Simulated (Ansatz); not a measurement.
**C₂H₇NSi: how energies converge with the basis set**

One table from this session's results is given with a row withheld; the runs are named, their logs left out.

Method: one geometry, several basis sets; program: Ansatz 0.2.0, Gaussian basis.

The runs, in order: PBE0-D4/def2-SVP; ωB97M-V/def2-SVP; PBE0-D4/def2-QZVPP; ωB97M-V/def2-QZVPP; the functionals' def2-TZVPP values are taken from earlier runs.

## The relaxed structure

The geometry comes from an earlier relaxation with PBE0-D4 in a triple-zeta def2 set; it is a stationary point, not always the lowest conformer.

SMILES `N=CC[SiH3]`, 11 atoms, charge 0, spin multiplicity 1.

Atoms are counted from 1 here; the program's logs count them from 0.

Bond lengths: N1–C2 1.264 Å, N1–H5 1.023 Å, C2–C3 1.491 Å, C2–H6 1.095 Å, C3–Si4 1.891 Å, C3–H7 1.095 Å, C3–H8 1.094 Å, Si4–H9 1.487 Å, Si4–H10 1.485 Å, Si4–H11 1.486 Å. Angles: C2–N1–H5 110.9°, N1–C2–C3 128.1°, N1–C2–H6 116.6°, C3–C2–H6 115.2°, C2–C3–Si4 111.3°, C2–C3–H7 110.4°, C2–C3–H8 111.0°, Si4–C3–H7 107.3°, Si4–C3–H8 108.5°, H7–C3–H8 108.2°, C3–Si4–H9 109.6°, C3–Si4–H10 109.6°, C3–Si4–H11 109.8°, H9–Si4–H10 109.4°, H9–Si4–H11 109.1°, H10–Si4–H11 109.2°.

The first run:

Contents of in.yaml:

```yaml
crystal:
  periodic: [false, false, false]
  atoms:
    - {symbol: N, position_ang: [-1.637103, 1.511046, 0.466091]}
    - {symbol: C, position_ang: [-0.594671, 0.890549, 0.822096]}
    - {symbol: C, position_ang: [-0.197841, -0.508304, 0.490798]}
    - {symbol: Si, position_ang: [1.100305, -0.546029, -0.883762]}
    - {symbol: H, position_ang: [-2.246129, 0.909475, -0.093403]}
    - {symbol: H, position_ang: [0.128290, 1.450749, 1.424898]}
    - {symbol: H, position_ang: [0.241152, -0.998179, 1.366331]}
    - {symbol: H, position_ang: [-1.062611, -1.096049, 0.167873]}
    - {symbol: H, position_ang: [1.550841, -1.945186, -1.105508]}
    - {symbol: H, position_ang: [0.513973, -0.010805, -2.138816]}
    - {symbol: H, position_ang: [2.269094, 0.285834, -0.495998]}
basis:
  gaussian: {orbitals: def2-SVP}
hamiltonian: {xc: pbe0, dispersion: d4}
output: {orbitals: {seedname: orbitals}}
```

Run with:

```console
ansatz run in.yaml --threads 2 --pin off --events-out ev --progress --plain --max-ram 4352MiB
```

Steps of the session up to this table: PBE0-D4 in def2-SVP; ωB97M-V in def2-SVP; PBE0-D4 in def2-QZVPP; ωB97M-V in def2-QZVPP.

One table of the session follows, with a row left open; its other results are not shown here.

It belongs to the step «Density functionals: the series». 

```
functional       basis  HOMO (eV)  LUMO (eV)
   PBE0-D4    def2-SVP          ?          ?
   PBE0-D4  def2-TZVPP      -7.58      -0.29
   PBE0-D4  def2-QZVPP      -7.62      -0.37
   ωB97M-V    def2-SVP      -9.74       2.22
   ωB97M-V  def2-TZVPP      -9.97       1.84
   ωB97M-V  def2-QZVPP     -10.00       1.46
```

**Question.** Estimate the row for PBE0-D4, def2-SVP.

As computed: HOMO (eV): -7.37; LUMO (eV): -0.03. In the column «HOMO (eV)» it is the highest.
